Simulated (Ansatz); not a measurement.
WAu:

```
CELL_PARAMETERS angstrom
0.00000 2.74798 2.74798
2.74798 0.00000 2.74798
2.74798 2.74798 0.00000
ATOMIC_POSITIONS crystal
W 0.00000 0.00000 0.00000
Au 0.75000 0.75000 0.75000
```

The cell was built by a generator and needn't be a form met in nature.

- Program: Ansatz 0.2.0
- Task: relaxation of cell and atoms
- Functional: PBE0
- Potentials or basis: Ansatz PAW
- Cutoff: 420 eV (not typed: the program's choice for these potentials)
- k mesh: 4 × 4 × 4
- Occupations: fermi-dirac, width 0.05 eV
- Spin: no spin polarisation

At the start: volume 20.75 Å³/atom.

**Question.** How do energy, volume and symmetry change on relaxing?

**Answer.** It ends after 6 steps and the volume is 23.90 Å³/atom (+15.2 %); space group F-43m (No. 216, to 0.05 Å).

Step by step:
```csv
step,energy change (eV),largest force (eV/Å),volume (Å³)
1,0.0000,0.0000,41.50
2,-0.4787,0.0000,47.87
3,-0.4788,0.0000,47.82
4,-0.4826,0.0000,47.82
5,-0.4826,0.0000,47.79
6,-0.4825,0.0000,47.79
```

Final structure:
```xyz
2
Lattice="0.0000 2.8804 2.8804 2.8804 0.0000 2.8804 2.8804 2.8804 0.0000" Properties=species:S:1:pos:R:3 pbc="T T T"
W     0.0000    0.0000    0.0000
Au    4.3205    4.3205    4.3205
```

Caveat: the k mesh is coarse (spacing up to 0.50 Å⁻¹), so the values aren't converged, least of all with exact exchange; the volume moved by over 15 % at a fixed basis, so the end points are rough; the plane-wave basis is chosen anew once the cell has moved, so the energies of steps on either side of that aren't comparable; the PAW data sets come from PBE, with cores solved anew for the run's functional, which leaves a small shift of forces and pressure.
